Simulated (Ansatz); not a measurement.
# MoW3: the cost of one run

Computed with Ansatz 0.2.0 (DFT PBE, scalar-relativistic, plane waves, PAW, unless a step's input says otherwise).

## 1. The starting structure

It takes space group Fm-3m (No. 225, cubic). Conventional cell: a = 6.360 Å, b = 6.360 Å, c = 6.360 Å, α = 90.00°, β = 90.00°, γ = 90.00°. Around Mo (site symmetry m-3m) lie 8 W at 2.75 Å. W (site symmetry -43m) has 4 W at 2.75 Å and 4 Mo at 2.75 Å as nearest neighbours. W (site symmetry m-3m) is surrounded by 8 W at 2.75 Å.

As a file:

```
Mo W
1.0
     0.00000    3.18019    3.18019
     3.18019    0.00000    3.18019
     3.18019    3.18019    0.00000
Mo W
1 3
Direct
  0.50000 0.50000 0.50000
  0.75000 0.75000 0.75000
  0.25000 0.25000 0.25000
  0.00000 0.00000 0.00000
```

The cell is invented: species swapped into a database cell of BiPd3 (Fm-3m, No. 225), with Mo on the Bi sites and W on the Pd sites. Lengths come from tabulated atomic sizes and are only a guess.

## 2. The guess as it stands, on a coarse mesh

Input file input.yaml:

```yaml
crystal:
  lattice:
    - [0.0, 3.18018991, 3.18018991]
    - [3.18018991, 0.0, 3.18018991]
    - [3.18018991, 3.18018991, 0.0]
  atoms:
    - { symbol: Mo, position: [0.5, 0.5, 0.5] }
    - { symbol: W, position: [0.75, 0.75, 0.75] }
    - { symbol: W, position: [0.25, 0.25, 0.25] }
    - { symbol: W, position: [0.0, 0.0, 0.0] }
basis:
  ecutwfc: 420
kpoints:
  mp_grid: { grid: [6, 6, 6] }
hamiltonian:
  xc: pbe
scf:
  occupations: { method: gaussian, width: 0.1 }
  lower_state_search: "off"
output:
  forces: true
  stress: true
  eigenvalues: true
```

Run with:

```sh
$ ansatz run input.yaml --threads 1 --pin off --max-ram 2560MiB --backend cpu --events-out ev --progress --plain --runs-dir out
```

Q: Estimate wall time and peak memory on 1 thread of Arm Neoverse V1, shared host.

About 2 s, with a peak of 0.33 GiB.
